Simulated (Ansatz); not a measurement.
# CH3BFO radical: basis-set convergence

An exercise on one series of results from a longer session: the logs are not shown, and one member is left open.

Program: Ansatz 0.2.0, Gaussian basis. Level of theory: one geometry, several basis sets. These are calculated values, not measurements.

Levels to be run: PBE0-D4/def2-SVP; ωB97M-V/def2-SVP; PBE0-D4/def2-QZVPP; ωB97M-V/def2-QZVPP; the functionals' def2-TZVPP values are taken from earlier runs.

### Structure used throughout

All runs share one geometry, relaxed beforehand with PBE0-D4 in a triple-zeta def2 set.

SMILES `CB([O])F`, 7 atoms, charge 0, spin multiplicity 2.

Atoms are counted from 1 here; the program's logs count them from 0.

Bond lengths: C1–B2 1.572 Å, C1–H5 1.089 Å, C1–H6 1.094 Å, C1–H7 1.094 Å, B2–O3 1.337 Å, B2–F4 1.330 Å. Angles: B2–C1–H5 114.0°, B2–C1–H6 108.3°, B2–C1–H7 108.3°, H5–C1–H6 109.0°, H5–C1–H7 109.0°, H6–C1–H7 108.1°, C1–B2–O3 117.1°, C1–B2–F4 122.3°, O3–B2–F4 120.6°.

Set-up of the first run:

Contents of in.yaml:

```yaml
crystal:
  periodic: [false, false, false]
  atoms:
    - {symbol: C, position_ang: [-0.130865, 0.669740, -0.104749]}
    - {symbol: B, position_ang: [0.184755, -0.852823, 0.122988]}
    - {symbol: O, position_ang: [0.717495, -1.194139, 1.300995]}
    - {symbol: F, position_ang: [-0.059891, -1.775194, -0.803045]}
    - {symbol: H, position_ang: [0.118993, 1.305530, 0.742921]}
    - {symbol: H, position_ang: [0.428930, 1.008766, -0.981439]}
    - {symbol: H, position_ang: [-1.198119, 0.770120, -0.323271]}
basis:
  gaussian: {orbitals: def2-SVP}
magnetization: {spin_polarized: true, initial_magnetization: 1}
hamiltonian: {xc: pbe0, dispersion: d4}
output: {orbitals: {seedname: orbitals}}
```

Steps of the session up to this table: PBE0-D4 in def2-SVP; ωB97M-V in def2-SVP; PBE0-D4 in def2-QZVPP; ωB97M-V in def2-QZVPP.

One table of the session follows, with a row left open; its other results are not shown here.

It belongs to the step «Functionals by basis». 

| functional | basis | HOMO (eV) | LUMO (eV) |
| --- | --- | --- | --- |
| PBE0-D4 | def2-SVP | -9.89 | -4.61 |
| PBE0-D4 | def2-TZVPP | -9.98 | -4.75 |
| PBE0-D4 | def2-QZVPP | -10.00 | -4.77 |
| ωB97M-V | def2-SVP | -12.14 | -2.34 |
| ωB97M-V | def2-TZVPP | -12.26 | -2.55 |
| ωB97M-V | def2-QZVPP | ? | ? |

Estimate the missing values for ωB97M-V, def2-QZVPP.

**Answer.** HOMO (eV): -12.28; LUMO (eV): -2.58. In the column «HOMO (eV)» it is the lowest.
